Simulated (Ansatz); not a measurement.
Runs of Ansatz 0.2.0 on HPbNO4. The typed cell holds 7 atoms: a = 3.858 Å, b = 5.535 Å, c = 6.055 Å, α = 106.62°, β = 93.97°, γ = 90.45°. The cell was built by a generator and needn't be a form met in nature.

| task | level | potentials or basis | cell | k mesh | cutoff (eV) | points for each segment of the path | mesh quality | gap on the mesh (eV) | pressure (GPa) | largest force (eV/Å) |
| --- | --- | --- | --- | --- | --- | --- | --- | --- | --- | --- |
| single point | r2SCANh | Ansatz PAW | as given | 3 × 2 × 2 | 500 | - | coarse | (a) | - | 1.19 |
| relaxation of cell and atoms | r2SCAN+rVV10 | Ansatz PAW | relaxed | 5 × 4 × 4 | 500 | - | not flagged | 3.29 | 0.0 | 0.01 |
| band structure | BLYP | Ansatz PAW | as given | 7 × 5 × 5 | 420 | 10 | not flagged | 3.14 | 1.7 | (b) |
| single point | B3LYP | Ansatz PAW | as given | 3 × 2 × 2 | 420 | - | coarse | 4.80 | - | (d) |
| single point | PBE | SPMS NC | as given | 7 × 5 × 5 | 1034 | - | not flagged | (c) | -0.1 | 0.17 |

Alike in all rows: no spin polarisation; smearing fermi-dirac 0.05 eV.

Q: Fill in the values left out.

A: (a) 4.32; (b) 0.35; (c) 3.13; (d) 1.04.

Caveats: some runs use coarse meshes; spin-orbit coupling is left out, which as a rule narrows the gap of such compounds by several tenths of an eV; odd divisions of the mesh miss points on the zone boundary, where band edges often lie, so the gap on the mesh can be too wide (some runs); the PAW data sets come from PBE, with cores solved anew for the run's functional, which leaves a small shift of forces and pressure (some runs); the potentials were made for another functional, which shifts forces and pressure (some runs); forces of over 1 eV/Å show positions far from the minimum, so gaps and moduli don't describe the material at rest (some runs); the plane-wave basis is chosen anew once the cell has moved, so the energies of steps on either side of that aren't comparable (some runs).

A k mesh can miss the band edges, and the runs leave out spin-orbit coupling on Pb.

Not every run made on this cell is shown here.
